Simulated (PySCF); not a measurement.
**SnSe: bond curves at several levels of theory**

An exercise on one series of results from a longer session: the logs are not shown, and one member is left open.

Program: PySCF 2.14.0. Level of theory: Sn def2-SVP with ECP28, Se def2-SVP, scalar-relativistic core potentials. These are calculated values, not measurements.

The first run:

A driver script around PySCF takes these settings:

```json
{"atoms": "Sn, Se", "charge": "0", "basis": "Sn def2-SVP with ECP28, Se def2-SVP", "Hamiltonian": "scalar-relativistic core potentials", "basis functions": "58", "electrons treated": "56", "masses in u": "119.9022, 79.9165", "levels": "PBE0, PBE, r²SCAN, B3LYP, PBEsol, TPSS, LC-ωPBE, HF, MP2, SCS-MP2, CCSD, CCSD(T)", "grid": "80 radial by 434 angular points", "occupations": "held fixed by the projection of orbital angular momentum", "dissociation limit": "Sn + Se, each in its ground configuration", "starting distance in angstrom": "2.465", "values of 2S to try": "0, 2, 4"}
```

On the command line:

```sh
> OMP_NUM_THREADS=1 python dia.py task.json out
```

Among the steps run: Input; The PBE0 curve of the state that the search chose; Higher solutions at PBE0; PBE; r²SCAN (meta-GGA); B3LYP (global hybrid GGA); PBEsol; TPSS (meta-GGA); LC-ωPBE (range-separated hybrid); RHF (mean field); Adding correlation.

One of the session's tables, all rows but one given; the rest of the session is left out.

Energy (eV) from each level's lowest point:

```
R (Å)    RHF  RHF-MP2  RHF-SCS-MP2  RHF-CCSD  RHF-CCSD(T)
2.015  1.601    1.813        1.823       n/a          n/a
2.109  0.666    0.829        0.835     0.814        0.886
2.202      ?        ?            ?         ?            ?
2.273  0.018    0.072        0.073     0.065        0.091
2.343  0.000    0.000        0.000     0.000        0.000
2.413  0.087    0.029        0.029     0.038        0.010
2.507  0.323    0.185        0.184     0.207        0.135
2.624  0.748    0.509        0.508     0.547        0.411
2.765  1.366    1.019        1.017     1.063        0.835
2.952  2.251    1.855        1.840       n/a          n/a
```

**Question.** Estimate the row for R (Å) = 2.202.

Worked estimate for «RHF». A straight line through the neighbours (2.109, 0.666) and (2.273, 0.018) gives 0.666 + (0.018 − 0.666) × (2.202 − 2.109) / (2.273 − 2.109) = 0.299; a parabola fitted to 4 rows on both sides gives 0.158.

The run gave: RHF: 0.174; RHF-MP2: 0.278; RHF-SCS-MP2: 0.280; RHF-CCSD: 0.266; RHF-CCSD(T): 0.313. In «RHF» the line misses by +0.125 and the parabola by -0.016.
